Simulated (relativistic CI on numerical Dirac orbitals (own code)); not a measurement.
# Re LXXII (Re⁷¹⁺): levels and lines

What are the lowest levels and the strongest lines of Re⁷¹⁺? One CI run answers it; further runs change one setting each.

Program: relativistic CI on numerical Dirac orbitals (own code) version 2. Level of theory: Dirac-Coulomb-Breit CI, KLI orbitals optimised for each configuration, model QED (radiative potential, 1s self-energy scaled to tabulated hydrogen-like ionisation energies). These are calculated values, not measurements, unless marked.

### Step 1. Starting point

| Quantity | Value |
| --- | --- |
| ion | Re⁷¹⁺ (Re LXXII) |
| nuclear charge | 75 |
| electrons | 4 |
| isotope | A = 187 |
| first configuration typed | [He] 2s2 |

The outer shells:

first configuration typed
```
[He] core
2s [↑↓]
```

### Step 2. The main run

The run's settings:

```ini
atom Re  Z=75  charge=71  electrons=4
nucleus A=187  rms_radius_fm=5.3698
hamiltonian dirac-coulomb  breit=on  qed=on  c_scale=1
orbitals kli  potential=per-configuration
slater_scale 1
correlation none
mixing on
configurations
  [He] 2s2
  [He] 2s 2p
  [He] 2p2
  [He] 2p 3s
  [He] 2p 3p
  [He] 2s 3s
  [He] 2s 3p
  [He] 2s 3d
  [He] 2s 4s
  [He] 2s 4p
  [He] 2s 4d
  [He] 2s 4f
  [He] 3s2
  [He] 3s 3p
  [He] 3p2
end
```

### Step 3. Correlation estimate p86

Changes to the settings of step 2:

```diff
@@ -5,3 +5,3 @@
 slater_scale 1
-correlation none
+correlation p86
 mixing on
```

### Step 4. Without QED terms

Changes to the settings of step 3:

```diff
@@ -2,6 +2,6 @@
 nucleus A=187  rms_radius_fm=5.3698
-hamiltonian dirac-coulomb  breit=on  qed=on  c_scale=1
+hamiltonian dirac-coulomb  breit=on  qed=off  c_scale=1
 orbitals kli  potential=per-configuration
 slater_scale 1
-correlation p86
+correlation none
 mixing on
```

### Step 5. The first configuration alone

The run's settings:

```ini
atom Re  Z=75  charge=71  electrons=4
nucleus A=187  rms_radius_fm=5.3698
hamiltonian dirac-coulomb  breit=on  qed=on  c_scale=1
orbitals kli  potential=per-configuration
slater_scale 1
correlation none
mixing on
configurations
  [He] 2s2
end
```

(Steps that only read results are left out.)

What does the calculation give? Wanted: lowest level; first excitation; lowest level of the other parity; fastest E1 line; ionisation energy.

The runs gave:

| run | time | mean size of shift, levels followed (cm⁻¹) | lowest level | ionisation energy (eV) |
| --- | --- | --- | --- | --- |
| main run | 0.31 s | 0 | 2s2 1S0 | 19952 |
| correlation estimate p86 | 0.31 s | 3540 | 2s2 1S0 | 19954 |
| without QED terms | 0.14 s | 207396 | 2s2 1S0 | 19974 |
| the first configuration alone | 0.016 s | - | 2s2 1S0 | - |

The tabulated theoretical ionisation energy (NIST) is 19950 eV.

```
                                                                      quantity                                  value
                                                                  lowest level                                2s2 1S0
                                                              first excitation                  2s 2p 3P°0, 177.02 eV
                                              lowest level of the other parity                  2s 2p 3P°0, 177.02 eV
                                                           levels in the model                                     58
fastest E1 line (by rate) to the lowest level among the lowest 48 of 58 levels  0.1043 nm, from 2s 3p [2s 3p3/2] J=1°
                                                             ionisation energy                               19952 eV
                               ionisation energy, tabulated theoretical (NIST)                               19950 eV
```

In words: 2s2 1S0 comes out lowest; its LS label holds 98 % and its jj label 98 %; over the low levels the means are 85 and 100 %, so jj coupling describes them better. The ionisation energy agrees with the tabulated theoretical value within its uncertainty of 60 eV. Of the changes tried, the run «without QED terms» moves the low levels most, by 207396 cm⁻¹ on average. Lifetimes count radiative decay inside the model alone.
